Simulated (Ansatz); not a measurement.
# Y2C: the cost of one run

Program: Ansatz 0.2.0. Level of theory: DFT PBEsol, frozen-core PAW and all-electron LAPW, scalar-relativistic unless said. These are calculated values, not measurements.

**1. The system as given**

Symmetry: R-3m, No. 166, trigonal system. Conventional cell: a = 3.625 Å, b = 3.625 Å, c = 17.964 Å, α = 90.00°, β = 90.00°, γ = 120.00°. Around Y (site symmetry 3m) lie 3 C at 2.49 Å. C (site symmetry -3m) is surrounded by 6 Y at 2.49 Å.

As a file:

```cif
data_structure
_symmetry_space_group_name_H-M 'R-3m:H'
_symmetry_Int_Tables_number 166
_cell_length_a 3.6248
_cell_length_b 3.6248
_cell_length_c 17.9640
_cell_angle_alpha 90.000
_cell_angle_beta 90.000
_cell_angle_gamma 120.000
_cell_volume 204.41
loop_
_atom_site_label
_atom_site_type_symbol
_atom_site_symmetry_multiplicity
_atom_site_Wyckoff_symbol
_atom_site_fract_x
_atom_site_fract_y
_atom_site_fract_z
_atom_site_occupancy
Y1 Y 6 c 0.33333 0.66667 0.92460 1
C1 C 3 a 0.00000 0.00000 0.00000 1
```

Cartesian axes are those of the input's lattice vectors. The structure goes back to a database entry.

**2. Cell and atoms relaxed, PAW**

input.yaml

```yaml
crystal:
  lattice:
    - [1.812415, 1.04639828813, 5.988]
    - [-1.812415, 1.04639828813, 5.988]
    - [0.0, -2.09279657627, 5.988]
  atoms:
    - { symbol: "Y", position: [0.25793, 0.25793, 0.25793] }
    - { symbol: "Y", position: [0.74207, 0.74207, 0.74207] }
    - { symbol: C, position: [0.0, 0.0, 0.0] }
kpoints:
  mp_grid: { grid: [12, 12, 12] }
scf:
  occupations: { method: fermi_dirac, width: 0.1 }
hamiltonian:
  xc: pbesol
  pseudopotentials: { kind: paw }
relax:
  f_tol: 0.002
  max_steps: 80
  cell: {}
output:
  forces: true
  stress: true
  write_density: true
  write_potential: true
  elf: true
  volumetric_format: npy
```

Started as:

```bash
$ ansatz run input.yaml --threads 2 --pin off --max-ram 6144MiB --backend cpu --events-out ev --progress --plain --runs-dir out
```

**Question.** How long does this run take on 2 threads of Intel Xeon Platinum 8259CL at 2.50GHz (Skylake/Cascade Lake), shared host, and how much memory does it need?

About 39 s, with a peak of 0.57 GiB.
